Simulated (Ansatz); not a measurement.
# CH₅ClFGaSi: small, medium and large basis sets

An exercise on one series of results from a longer session: the logs are not shown, and one member is left open.

Computed with Ansatz 0.2.0, Gaussian basis. Level: one geometry, several basis sets.

The runs, in order: PBE0-D4/def2-SVP; ωB97M-V/def2-SVP; PBE0-D4/def2-QZVPP; ωB97M-V/def2-QZVPP; the functionals' def2-TZVPP values are taken from earlier runs.

## The relaxed structure

The geometry comes from an earlier relaxation with PBE0-D4 in a triple-zeta def2 set; it is a stationary point, not always the lowest conformer.

10 atoms, charge 0, spin multiplicity 1.

Atoms are counted from 1 here; the program's logs count them from 0.

Bond lengths: C1–Si2 1.870 Å, C1–H6 1.091 Å, C1–H7 1.092 Å, C1–H8 1.091 Å, Si2–Ga3 2.397 Å, Si2–H9 1.488 Å, Si2–H10 1.488 Å, Ga3–F4 1.757 Å, Ga3–Cl5 2.142 Å. Angles: Si2–C1–H6 110.9°, Si2–C1–H7 110.2°, Si2–C1–H8 110.9°, H6–C1–H7 108.4°, H6–C1–H8 108.0°, H7–C1–H8 108.4°, C1–Si2–Ga3 111.3°, C1–Si2–H9 111.9°, C1–Si2–H10 111.9°, Ga3–Si2–H9 106.6°, Ga3–Si2–H10 106.6°, H9–Si2–H10 108.2°, Si2–Ga3–F4 121.5°, Si2–Ga3–Cl5 127.4°, F4–Ga3–Cl5 111.1°.

Coordinates:

```
C    -0.7133    0.2995    1.4584
Si    0.3315    0.7621   -0.0217
Ga    0.4752   -1.0466   -1.5880
F    -0.3235   -2.5835   -1.2913
Cl    1.5231   -1.0692   -3.4560
H    -0.2889   -0.5600    1.9803
H    -0.7667    1.1360    2.1589
H    -1.7287    0.0413    1.1524
H    -0.2360    1.9215   -0.7611
H     1.7271    1.0989    0.3682
```

Set-up of the first run:

The input, in.yaml:

```yaml
crystal:
  periodic: [false, false, false]
  atoms:
    - {symbol: C, position_ang: [-0.713265, 0.299520, 1.458402]}
    - {symbol: Si, position_ang: [0.331546, 0.762129, -0.021703]}
    - {symbol: Ga, position_ang: [0.475174, -1.046619, -1.588029]}
    - {symbol: F, position_ang: [-0.323509, -2.583491, -1.291265]}
    - {symbol: Cl, position_ang: [1.523140, -1.069162, -3.456022]}
    - {symbol: H, position_ang: [-0.288873, -0.560048, 1.980271]}
    - {symbol: H, position_ang: [-0.766701, 1.136047, 2.158895]}
    - {symbol: H, position_ang: [-1.728656, 0.041297, 1.152379]}
    - {symbol: H, position_ang: [-0.235986, 1.921455, -0.761144]}
    - {symbol: H, position_ang: [1.727121, 1.098894, 0.368206]}
basis:
  gaussian: {orbitals: def2-SVP}
hamiltonian: {xc: pbe0, dispersion: d4}
output: {orbitals: {seedname: orbitals}}
```

Launch:

```bash
> ansatz run in.yaml --threads 2 --pin off --events-out ev --progress --plain --max-ram 32768MiB --backend cpu
```

Steps of the session up to this table: PBE0-D4 in def2-SVP; ωB97M-V in def2-SVP; PBE0-D4 in def2-QZVPP; ωB97M-V in def2-QZVPP.

One table of the session follows, with a row left open; its other results are not shown here.

It belongs to the step «Functionals by basis». 

```
functional       basis  HOMO (eV)  LUMO (eV)
   PBE0-D4    def2-SVP      -8.30      -1.55
   PBE0-D4  def2-TZVPP      -8.36      -1.70
   PBE0-D4  def2-QZVPP      -8.39      -1.74
   ωB97M-V    def2-SVP          ?          ?
   ωB97M-V  def2-TZVPP     -10.40       0.05
   ωB97M-V  def2-QZVPP     -10.44      -0.05
```

Estimate the missing values for ωB97M-V, def2-SVP.

As computed: HOMO (eV): -10.32; LUMO (eV): 0.26. In the column «HOMO (eV)» it lies between ωB97M-V, def2-TZVPP (-10.40) and PBE0-D4, def2-QZVPP (-8.39).
